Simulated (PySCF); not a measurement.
# C4H7BSi: electronic excitations and core binding energies

Wanted: the electronic excitations and core binding energies of C4H7BSi (`BC1=CC=C[SiH2]1`), by calculation.

Programs: PySCF 2.14.0, with density-fitted response routines of our own. Each step states its level of theory. These are calculated values for one molecule in the gas phase, unless marked as measured. Atoms are numbered from 0 throughout.

**1. The molecule as given**

13 atoms, charge 0, multiplicity 1; geometry from: GFN2-xTB.

Bonds of the start (Å): B0–C1 1.53, C1–C2 1.36, C2–C3 1.45, C3–C4 1.34, C4–Si5 1.89, Si5–C1 1.90, B0–H6 1.17, B0–H7 1.17, C2–H8 1.08, C3–H9 1.08, C4–H10 1.08, Si5–H11 1.46, Si5–H12 1.46.

**2. TDDFT and polarisability: CAM-B3LYP/def2-SVPD**

Job settings and geometry (Å):

```
{"job": {"kind": "uv", "xc": "CAM-B3LYP", "basis": "def2-SVPD", "nstates": 8, "ntriplets": 3}, "charge": 0, "multiplicity": 1}
B      2.244668    -0.120894    -0.551883
C      0.756584    -0.069020    -0.199252
C     -0.106957    -1.088855    -0.448085
C     -1.492237    -0.917093    -0.066405
C     -1.799464     0.255436     0.507941
Si    -0.241425     1.319847     0.622194
H      2.695550    -1.072598    -1.067841
H      2.941263     0.789512    -0.308690
H      0.201014    -2.015221    -0.915868
H     -2.203431    -1.711279    -0.251621
H     -2.798881     0.493818     0.832243
H     -0.343291     2.541348    -0.178737
H      0.142220     1.595485     2.008277
```

With the program's defaults for keys left out, this is: TDDFT CAM-B3LYP/def2-SVPD, vertical, gas phase, core orbitals frozen in the response.

Command:

```sh
> OMP_NUM_THREADS=1 python probes_run.py task.json out
```

One launch serves the whole session: the jobs run in the order shown.

**Question.** This job is followed by: delta-SCF UKS SCAN, pcX-2 on the ionised atom, pcseg-1 elsewhere, spin-free X2C. What will the session give for the following? lowest singlet (CAM-B3LYP/def2-SVPD); lowest triplet; C1s binding energies, SCAN/pcX-2 (standing for 1 of 4 atoms); Si1s binding energies, SCAN/pcX-2; Si2p binding energies, SCAN/pcX-2.

The runs gave:

| quantity | value |
| --- | --- |
| lowest singlet (CAM-B3LYP/def2-SVPD) | 4.12 eV (301 nm), f = 0.175 |
| lowest triplet | 2.38 eV |
| C1s binding energies, SCAN/pcX-2 (standing for 1 of 4 atoms) | C1 289.18 eV |
| Si1s binding energies, SCAN/pcX-2 | Si5 1846.29 eV |
| Si2p binding energies, SCAN/pcX-2 | Si5 106.76 eV |

What this shows: The first singlet state (HOMO→LUMO 0.96) lies at 4.12 eV and is bright. The lowest triplet lies 1.74 eV below the lowest singlet (triplets in Tamm-Dancoff, singlets in full TDDFT).
